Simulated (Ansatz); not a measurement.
# GaSb in Ansatz: reference runs

Reference runs on GaSb: the cell as given.

Program: Ansatz 0.2.0. These are calculated values, not measurements. Logs are shortened: lines on timing, memory, paths and dates and some standing lists are left out, and cuts for length are marked.

### 1 The cell of the first run

The cell holds a slab with vacuum, 8 atoms: a = 4.326 Å, b = 4.326 Å, c = 26.480 Å, α = 90.00°, β = 90.00°, γ = 120.00°.

### 2 Single point, PBE (the (1 1 1) slab of GaSb, cut from the database cell, not relaxed)

File input.yaml:

```yaml
crystal:
  lattice:
    - [4.3260792873, 0.0, 0.0]
    - [-2.1630396436, 3.7464945616, 0.0]
    - [0.0, 0.0, 26.4797440774]
  atoms:
    - { symbol: Sb, position: [0.0, 0.0, 0.2832353658] }
    - { symbol: Ga, position: [0.3333333333, 0.6666666667, 0.3165837711] }
    - { symbol: Sb, position: [0.3333333333, 0.6666666667, 0.4166289868] }
    - { symbol: Ga, position: [0.6666666667, 0.3333333333, 0.4499773921] }
    - { symbol: Sb, position: [0.6666666667, 0.3333333333, 0.5500226079] }
    - { symbol: Ga, position: [0.0, 0.0, 0.5833710132] }
    - { symbol: Sb, position: [0.0, 0.0, 0.6834162289] }
    - { symbol: Ga, position: [0.3333333333, 0.6666666667, 0.7167646342] }
hamiltonian:
  xc: pbe
  pseudopotentials: { kind: paw }
kpoints:
  mp_grid: { grid: [7, 7, 1] }
scf:
  occupations: { method: fermi_dirac, width: 0.05 }
output:
  forces: true
  eigenvalues: true
  write_density: true
  write_potential: true
  elf: true
  volumetric_format: npy
efield:
  axis: 3
  dipole_correction: true
  ramp_width: 0.04
```

Potentials or basis: Ansatz PAW.

Started as:

```sh
$ ansatz run input.yaml --threads 4 --pin off --max-ram 11264MiB --backend cpu --events-out ev --progress --plain --runs-dir out
```

Standard output:

```text
Warning: RAYON_NUM_THREADS=4 ignored (pool sized by the plan → 4); use --threads N
Engine: ansatz 0.2.0, aarch64-unknown-linux-gnu
Pseudopotentials: kind: paw
Pseudopotential: Sb, paw, valence charge 15, recommended cutoff 420 eV (normal), Sb.paw.azcp
Pseudopotential: Ga, paw, valence charge 13, recommended cutoff 420 eV (normal), Ga.paw.azcp
Functional definition: PBE
  parameter kappa = 0.804
  parameter beta = 0.06672455060314922
  exchange = pbe_x(kappa = kappa, mu = beta*pi^2/3)
  correlation = pbe_c(beta = beta)
Crystal: 8 atoms, lattice volume = 429.174 Å³
Basis set: ecut = 420 eV, 8423 PW (Γ), exchange–correlation on 60×60×360 points (8 copies of the dense FFT grid, shifted against one another)
Bands: 68, of which v1, the nominal top of the filled ones, is band 56 counted from 1 (55 counted from 0)
Symmetry: 6 space group operations
Space group: P3m1 (ITA 156), of the structure as read, at distance tolerance 7.5e-5 Å
k-points: 8 of 49 (time reversal used)
Non-local potential: Sb, projectors of the file, l = 0: 2, l = 1: 2, l = 2: 2, l = 3: 2
Non-local potential: Ga, projectors of the file, l = 0: 2, l = 1: 2, l = 2: 3, l = 3: 1
PAW form: soft (Blöchl's): semilocal exchange-correlation on the pseudo side does not see the compensation charge
PAW one-centre angular grid: Sb, 590 points (default); XC on 64 Gauss nodes
PAW one-centre angular grid: Ga, 590 points (default); XC on 64 Gauss nodes
Initial density: superposition of atomic densities (neutral atoms: chi_scale 0, normalization atom), corrected by the library's trained network
Initial wavefunctions: pseudopotential atomic-orbital guess
Functional: x = pbe(κ = 0.804, μ = 0.2195149727645171), c = pbe(β = 0.06672455060314922)
[... 20 lines left out ...]
Internal energy: -41069.566551 eV  (E = F + TS)
E sigma→0 (E₀):  -41069.593761 eV
Entropy (-TS):   -0.054420 eV (-6.802 meV/atom)
Fermi energy:    1.948420 eV
Dipole field:    D = 0.055458 V/Å  (p = 0.131534 e·Å, saw-weighted, corrected)
Work function:   Φ+ = 3.7769 eV   Φ− = 5.2455 eV
Levels:          The Fermi level and band energies are counted from a zero that moves with the ramp; work functions are not
--- Per-component energies (eV) ---
  E_band       = -1672.805510
  E_kinetic    = 1290.066888
  E_local      = -86088.914831  (includes V_loc(G=0)·N_el)
  E_nonlocal   = 3144.926752
  E_hartree    = 42106.859693
  E_xc         = -828.709794
  E_vxc        = -614.622070  (∫ρ·V_xc dr)
  E_paw        = -26253.778674  (= ΣΔE_a)
  E_vpaw       = -3618.158507  (= ΣTr[D̂ρ^β])
  E_aug_tail   = -0.000454  (compensation charges beyond the density's cutoff)
  E_efield     = 0.003647  (sawtooth field / dipole correction)
  E_vefield    = 0.203185  (∫n·V_field dr)
  E_ewald      = 25559.980221
  E_smearing   = -0.054420  (= −TS)
  E_closure    = -0.000000  (closes the sum)
  Σ components = -41069.620971   (vs F -41069.620971, Δ=0.00e0)
--- Forces (eV/Å), atoms counted from 1 ---
  atom   1  Sb     0.00000000    -0.00000000    -0.35293770
  atom   2  Ga    -0.00000000    -0.00000000    -0.12130217
  atom   3  Sb     0.00000000     0.00000000     0.23596327
  atom   4  Ga    -0.00000000    -0.00000000    -0.16884878
  atom   5  Sb     0.00000000     0.00000000     0.19522454
  atom   6  Ga    -0.00000000    -0.00000000    -0.30841168
  atom   7  Sb     0.00000000     0.00000000     0.52493656
  atom   8  Ga    -0.00000000    -0.00000000    -0.00458561
  max |Σ_I F_I| component: 3.84e-5 eV/Å
--- Band table (eV; the first three rows and the last of 8) ---
  k-point 0: bands = ["-27.1322", "-27.1046", "-27.1046", "-27.0791", "-27.0791", "-26.9358", "-26.9285", "-26.9285", "-26.9120", "-26.9120", "-26.6697", "-26.6640", "-26.6640", "-26.6468", "-26.6468", "-26.1178", "-26.1178", "-26.0654", "-26.0654", "-26.0562", "-13.2535", "-13.2308", "-13.2192", "-13.2192", "-13.1812", "-13.1812", "-13.1688", "-13.1688", "-13.1446", "-13.1446", "-12.9292", "-12.8851", "-12.8851", "-12.8493", "-12.8493", "-12.5199", "-12.4690", "-12.4690", "-12.4315", "-12.4315", "-9.4655", "-8.9515", "-8.4162", "-7.7010", "-3.9222", "-2.5633", "-0.8830", "0.8164", "0.8164", "0.9952", "1.2297", "1.2297", "1.6262", "1.6262", "2.2493", "2.2493", "2.3365", "2.5375", "2.8281", "3.2097", "3.4472", "4.9357", "4.9357", "5.4512", "5.4512", "5.5168", "5.6878", "5.6878"]
  k-point 1: bands = ["-27.1317", "-27.1049", "-27.1046", "-27.0791", "-27.0783", "-26.9354", "-26.9287", "-26.9280", "-26.9122", "-26.9117", "-26.6693", "-26.6641", "-26.6634", "-26.6470", "-26.6466", "-26.1179", "-26.1169", "-26.0656", "-26.0654", "-26.0557", "-13.2536", "-13.2315", "-13.2192", "-13.2185", "-13.1855", "-13.1802", "-13.1699", "-13.1661", "-13.1456", "-13.1429", "-12.9271", "-12.8893", "-12.8836", "-12.8502", "-12.8481", "-12.5174", "-12.4731", "-12.4679", "-12.4325", "-12.4299", "-9.2827", "-8.7738", "-8.2443", "-7.5240", "-3.9192", "-2.6586", "-1.2907", "-0.4577", "-0.3350", "0.1442", "0.4451", "0.8422", "0.8952", "1.3248", "1.7933", "1.9400", "2.5090", "3.4566", "3.7232", "3.9921", "4.2931", "4.9107", "5.3411", "5.4248", "5.6060", "5.8488", "5.9841", "6.0823"]
  k-point 2: bands = ["-27.1307", "-27.1057", "-27.1045", "-27.0792", "-27.0764", "-26.9345", "-26.9290", "-26.9268", "-26.9125", "-26.9109", "-26.6685", "-26.6642", "-26.6621", "-26.6473", "-26.6459", "-26.1181", "-26.1150", "-26.0663", "-26.0654", "-26.0545", "-13.2569", "-13.2309", "-13.2194", "-13.2165", "-13.1942", "-13.1787", "-13.1725", "-13.1597", "-13.1480", "-13.1384", "-12.9236", "-12.8973", "-12.8808", "-12.8524", "-12.8448", "-12.5121", "-12.4819", "-12.4661", "-12.4347", "-12.4257", "-8.7680", "-8.2822", "-7.7822", "-7.0400", "-4.1890", "-3.3763", "-2.7156", "-2.0763", "-1.3893", "-0.5565", "-0.1485", "0.3014", "0.3257", "0.7794", "1.3880", "1.5507", "2.1898", "3.2815", "3.6099", "3.9507", "4.1625", "4.7958", "5.7720", "5.9662", "6.1797", "6.6758", "6.9419", "7.0974"]
  k-point 7: bands = ["-27.1294", "-27.1060", "-27.1050", "-27.0776", "-27.0760", "-26.9331", "-26.9285", "-26.9268", "-26.9119", "-26.9109", "-26.6671", "-26.6637", "-26.6619", "-26.6469", "-26.6461", "-26.1165", "-26.1146", "-26.0664", "-26.0659", "-26.0533", "-13.2618", "-13.2267", "-13.2232", "-13.2136", "-13.1998", "-13.1805", "-13.1734", "-13.1552", "-13.1477", "-13.1354", "-12.9191", "-12.9044", "-12.8811", "-12.8519", "-12.8429", "-12.5020", "-12.4935", "-12.4673", "-12.4344", "-12.4230", "-7.7512", "-7.4604", "-7.1426", "-6.2559", "-4.7322", "-4.4625", "-4.2066", "-3.7167", "-1.6564", "-1.5013", "-1.2778", "-0.7682", "-0.5622", "-0.0999", "0.2704", "1.7258", "2.0121", "4.0309", "4.2088", "4.8746", "5.6412", "5.9604", "6.3849", "6.5058", "6.6973", "6.9813", "7.2357", "7.3003"]
```

v_z.tsv:

```text
# z_ang	v_es[eV]	v_tot_of_output_density[eV]	v_field[eV]	v_es_of_output_density[eV]	v_field_of_output_density[eV]
# format = ansatz-planar-average/11
# xc	pbe
# density_cutoff_ev	1680
# datasets	Sb=:simpson_from_first_knot:soft	Ga=:simpson_from_first_knot:soft
# lattice	4.326079287	-0.000000000	0.000000000
# lattice	-2.163039644	3.746494562	0.000000000
# lattice	0.000000000	0.000000000	26.479744077
# sites	8
# site	51	-0.000000000	-0.000000000	7.500000000
# site	31	0.000000000	2.497663041	8.383057238
# site	51	0.000000000	2.497663041	11.032228946
# site	31	2.163039644	1.248831521	11.915286183
# site	51	2.163039644	1.248831521	14.564457894
# site	31	-0.000000000	-0.000000000	15.447515132
# site	51	-0.000000000	-0.000000000	18.096686840
# site	31	0.000000000	2.497663041	18.979744077
0.000000	6.459891e0	6.399973e0	6.273501e-16	6.459632e0	6.260662e-16
0.147110	6.468041e0	6.608440e0	1.962037e-1	6.467765e0	1.958022e-1
0.294219	6.476241e0	6.805972e0	3.924074e-1	6.475948e0	3.916044e-1
0.441329	6.484391e0	7.007459e0	5.886112e-1	6.484081e0	5.874066e-1
0.588439	6.492591e0	7.122273e0	7.030633e-1	6.492265e0	7.016245e-1
0.735548	6.500741e0	7.112412e0	6.948882e-1	6.500398e0	6.934661e-1
[... 172 lines left out ...]
26.185525	6.443541e0	5.978076e0	-3.924074e-1	6.443315e0	-3.916044e-1
26.332634	6.451690e0	6.190159e0	-1.962037e-1	6.451448e0	-1.958022e-1
```

Run time: 11 s. Hardware: 4 threads of Arm Neoverse V1, shared host; peak memory 0.98 GiB.

Results:

```yaml
Free_energy: -41069.6210 eV
Largest_force: 0.525 eV/Å
Band_gap_on_the_k_mesh: none (metal or under the smearing width)
Work_function_of_the_upper_face: 3.78 eV
Work_function_of_the_lower_face: 5.25 eV
Dipole_across_the_slab: 0.132 e·Å
```

Forces in eV/Å, atoms in the order of the input:
```
Sb   0.000  0.000 -0.353
Ga   0.000  0.000 -0.121
Sb   0.000  0.000  0.236
Ga   0.000  0.000 -0.169
Sb   0.000  0.000  0.195
Ga   0.000  0.000 -0.308
Sb   0.000  0.000  0.525
Ga   0.000  0.000 -0.005
```

Spin-orbit coupling is left out, which matters for the levels of Sb.
